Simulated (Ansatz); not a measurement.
Write the native input for Ansatz 0.2.0 that does the following.

```yaml
Task: relaxation of cell and atoms
Functional: PBEsol
Dispersion: D4
Potentials_or_basis: Ansatz PAW
Cutoff: "420 eV (not typed: the program's choice for these potentials)"
k_mesh: 12 × 12 × 12
Occupations: fermi-dirac, width 0.05 eV
Spin: collinear spin, ferromagnetic start
Starting_moments: "[2.0, 2.0, 2.0, 2.0, 0.0] μB"
```

Crystal: AlCo4.

```
Co Al
1.0
     1.28934    0.74440    9.97436
    -1.28934    0.74440    9.97436
     0.00000   -1.48880    9.97436
Co Al
4 1
Cartesian
  0.0000 0.0000 12.0035
  0.0000 0.0000 23.9289
  0.0000 0.0000 5.9942
  0.0000 0.0000 17.9196
  0.0000 0.0000 0.0000
```

The cell comes from a database or a generator and needn't be the stable form of this composition.

The input as run:

input.yaml

```yaml
crystal:
  lattice:
    - [1.2893368271, 0.7443989642, 9.9743618604]
    - [-1.2893368271, 0.7443989642, 9.9743618604]
    - [0.0, -1.4887979284, 9.9743618604]
  atoms:
    - { symbol: Co, position: [0.401145, 0.401145, 0.401145], spin: 2.0 }
    - { symbol: Co, position: [0.799679, 0.799679, 0.799679], spin: 2.0 }
    - { symbol: Co, position: [0.200321, 0.200321, 0.200321], spin: 2.0 }
    - { symbol: Co, position: [0.598855, 0.598855, 0.598855], spin: 2.0 }
    - { symbol: Al, position: [0.0, 0.0, 0.0] }
hamiltonian:
  xc: pbesol
  pseudopotentials: { kind: paw }
  dispersion: d4
magnetization:
  spin_polarized: true
kpoints:
  mp_grid: { grid: [12, 12, 12] }
scf:
  occupations: { method: fermi_dirac, width: 0.05 }
output:
  forces: true
  stress: true
  eigenvalues: true
relax:
  f_tol: 0.01
  max_steps: 40
  cell: { stress_tol: 0.05 }
```

Potentials or basis: Ansatz PAW.

The run is started by

```sh
$ ansatz run input.yaml --threads 2 --pin off --max-ram 5632MiB --backend cpu --events-out ev --progress --plain --runs-dir out
```

Results of the run:

```
Relaxed volume                         : 10.81 Å³/atom
Relaxed cell                           : a = 9.897 Å, b = 9.897 Å, c = 9.897 Å, α = 14.66°, β = 14.66°, γ = 14.66°
Space group after relaxing (to 0.05 Å) : R-3m (No. 166)
Energy gained by relaxing              : 24.4 meV/atom
Ionic steps                            : 8
Pressure after relaxing                : 0.0 GPa
Band gap on the k mesh                 : none (metal or under the smearing width)
Net moment                             : 5.50 μB per cell
Absolute moment                        : 6.12 μB per cell
Site moments                           : Co +1.22, +1.68; Al -0.05 μB
```

Caveat: the plane-wave basis is chosen anew once the cell has moved, so the energies of steps on either side of that aren't comparable; pairwise dispersion overbinds metals, which lowers pressure and volume; the PAW data sets come from PBE, with cores solved anew for the run's functional, which leaves a small shift of forces and pressure.

Run time: 3.9 min on 2 threads of Intel(R) Xeon(R) 6975P-C (Granite Rapids), with other jobs on the host, peak memory 0.97 GiB.
